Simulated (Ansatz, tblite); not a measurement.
# The cluster Ge3F5: one state, many levels

Aim: run the doublet of the cluster Ge3F5 at one geometry on many levels, and compare frontier levels, spin and run time.

Computed with Ansatz 0.2.0, Gaussian basis. Level: as each input shows.

Plan: GFN1-xTB, GFN2-xTB, PBE-D4/def2-TZVP, r2SCAN-D4/def2-TZVP, LDA/def2-TZVP, HF/def2-TZVP, PBE-D4/def2-SVP, PBE0-D4/def2-SVP, HF/STO-3G, HF/6-31G, B3LYP-D4/6-31G, MP2/def2-TZVP.

2 further runs of the same task are left out: 2 set aside as unsound or not needed.

## (1) The structure

The doublet was relaxed beforehand with r2SCAN-D4/def2-SVP. At that level it is the lowest of the isomers that a small search found.

8 atoms, charge 0, spin multiplicity 2.

Bond lengths: Ge1–Ge3 2.671 Å, Ge1–F4 1.755 Å, Ge1–F5 1.993 Å, Ge2–Ge3 2.647 Å, Ge2–F5 1.969 Å, Ge2–F6 1.771 Å, Ge3–F7 1.741 Å, Ge3–F8 1.742 Å. Angles: Ge3–Ge1–F4 93.3°, Ge3–Ge1–F5 78.1°, F4–Ge1–F5 90.8°, Ge3–Ge2–F5 79.1°, Ge3–Ge2–F6 83.8°, F5–Ge2–F6 88.3°, Ge1–Ge3–Ge2 79.3°, Ge1–Ge3–F7 120.3°, Ge1–Ge3–F8 118.3°, Ge2–Ge3–F7 115.1°, Ge2–Ge3–F8 124.0°, F7–Ge3–F8 100.8°, Ge1–F5–Ge2 117.7°.

PBE0-D4/def2-TZVP was run before; its log isn't repeated, and its numbers join the tables.

## (2) GFN1-xTB

Tight binding, by tblite at 300 K electronic temperature and without a spin-polarisation term:

```python
tblite.interface.Calculator('GFN1-xTB', numbers, positions, charge=0, uhf=1).singlepoint()
```

Energy -838.9822 eV; 0.008 s.

## (3) GFN2-xTB

Tight binding, by tblite at 300 K electronic temperature and without a spin-polarisation term:

```python
tblite.interface.Calculator('GFN2-xTB', numbers, positions, charge=0, uhf=1).singlepoint()
```

Energy -811.0109 eV; 0.007 s.

## (4) PBE-D4/def2-TZVP

start.molden holds the orbitals of an earlier run on this state, given as this run's starting guess.

in.yaml reads:

```yaml
crystal:
  periodic: [false, false, false]
  atoms:
    - {symbol: Ge, position_ang: [-1.755699, 0.007752, -0.588949]}
    - {symbol: Ge, position_ang: [0.760635, -1.547915, 1.070519]}
    - {symbol: Ge, position_ang: [0.790425, 0.743411, -0.254576]}
    - {symbol: F, position_ang: [-2.351905, 1.176907, 0.576128]}
    - {symbol: F, position_ang: [-1.168852, -1.202735, 0.881935]}
    - {symbol: F, position_ang: [0.736793, -2.262849, -0.549947]}
    - {symbol: F, position_ang: [1.874045, 0.796370, -1.615839]}
    - {symbol: F, position_ang: [1.114568, 2.289059, 0.480729]}
basis:
  gaussian: {orbitals: def2-TZVP, initial_orbitals: start.molden}
magnetization: {spin_polarized: true, initial_magnetization: 1}
hamiltonian: {xc: pbe, dispersion: d4}
scf: {omitted_lower_state_checks: [starts]}
output: {orbitals: {seedname: orbitals}}
```

Started as:

```console
$ ansatz run in.yaml --threads 4 --pin off --events-out ev --progress --plain --max-ram 6963MiB
```

Further steps of the session: r2SCAN-D4/def2-TZVP; LDA/def2-TZVP; HF/def2-TZVP; PBE-D4/def2-SVP; PBE0-D4/def2-SVP; HF/STO-3G; HF/6-31G; B3LYP-D4/6-31G; MP2/def2-TZVP.

**Question.** What will the summary of the whole plan be? Wanted: gap in def2-TZVP, named functionals and Hartree-Fock, smallest and largest; correlation energy, MP2/def2-TZVP; binding an atom, functionals in def2-TZVP; ⟨S²⟩ in def2-TZVP, named functionals and Hartree-Fock, smallest and largest; PBE0 total energy, smallest basis above largest.

**Answer**, as computed:

```
                                                                   quantity                            value
 gap in def2-TZVP, named functionals and Hartree-Fock, smallest and largest      0.45 eV (LDA), 7.80 eV (HF)
                                          correlation energy, MP2/def2-TZVP                        -52.85 eV
                                  binding an atom, functionals in def2-TZVP  3.62 (PBE0-D4) to 4.48 eV (LDA)
⟨S²⟩ in def2-TZVP, named functionals and Hartree-Fock, smallest and largest                     0.751, 0.847
                            PBE0 total energy, smallest basis above largest   38.56 eV (def2-SVP, def2-TZVP)
```

In words: Over the named functionals and Hartree-Fock in def2-TZVP the gap runs from 0.45 eV (LDA) to 7.80 eV (HF); exact exchange widens it. Over the named functionals and Hartree-Fock in def2-TZVP spin contamination reaches 0.10 (HF), which is small.
